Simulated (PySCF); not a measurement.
# C₄H₈F₂SSi: electronic excitations

Aim: predict the electronic excitations of C₄H₈F₂SSi (`CS[SiH2]C(C)=C(F)F`).

Programs: PySCF 2.14.0, with density-fitted response routines of our own. Each step states its level of theory. These are calculated values for one molecule in the gas phase, unless marked as measured. Atoms count from 0, in the outputs and in this text.

## 1. Starting geometry

16 atoms, charge 0, multiplicity 1; geometry from: GFN2-xTB.

Bonds of the start (Å): C0–S1 1.82, S1–Si2 2.14, Si2–C3 1.88, C3–C4 1.50, C3–C5 1.32, C5–F6 1.34, C5–F7 1.33, C0–H8 1.08, C0–H9 1.08, C0–H10 1.08, Si2–H11 1.46, Si2–H12 1.46, C4–H13 1.09, C4–H14 1.09, C4–H15 1.09.

## 2. TDDFT and polarisability: CAM-B3LYP/def2-SVPD

Job settings and geometry (Å):

```
{"job": {"kind": "uv", "xc": "CAM-B3LYP", "basis": "def2-SVPD", "nstates": 8, "ntriplets": 3}, "charge": 0, "multiplicity": 1}
C      3.185127     0.016619    -0.015266
S      1.557749    -0.600524    -0.534905
Si     0.335786     0.475934     0.851680
C     -1.430642     0.005427     0.409419
C     -1.745134    -1.026517    -0.626652
C     -2.382942     0.632694     1.066872
F     -2.166214     1.558449     2.006538
F     -3.698153     0.467321     0.923945
H      3.208404     1.097828    -0.100337
H      3.918483    -0.424549    -0.681382
H      3.381224    -0.287492     1.007568
H      0.676816     0.061473     2.212403
H      0.577788     1.906068     0.670853
H     -1.350778    -1.991909    -0.313919
H     -1.258301    -0.766617    -1.564669
H     -2.816812    -1.115261    -0.788591
```

Method: TDDFT CAM-B3LYP/def2-SVPD, vertical, gas phase, core orbitals frozen in the response.

Predict these results of the whole session: lowest singlet (CAM-B3LYP/def2-SVPD); brightest single state of those computed; lowest triplet.

The runs gave:

| quantity | value |
| --- | --- |
| lowest singlet (CAM-B3LYP/def2-SVPD) | 5.63 eV (220 nm), f = 0.005 |
| brightest single state of those computed | state 8, 7.22 eV, f = 0.305 |
| lowest triplet | 4.45 eV |

In words: The lowest singlet, at 5.63 eV, is HOMO→LUMO 0.82 and is weak; of the 8 states computed, the strongest absorption comes from states 7 to 8 together at 7.22 eV (the last computed, so partners may be missing). The lowest triplet lies 1.18 eV below the lowest singlet (triplets in Tamm-Dancoff, singlets in full TDDFT).
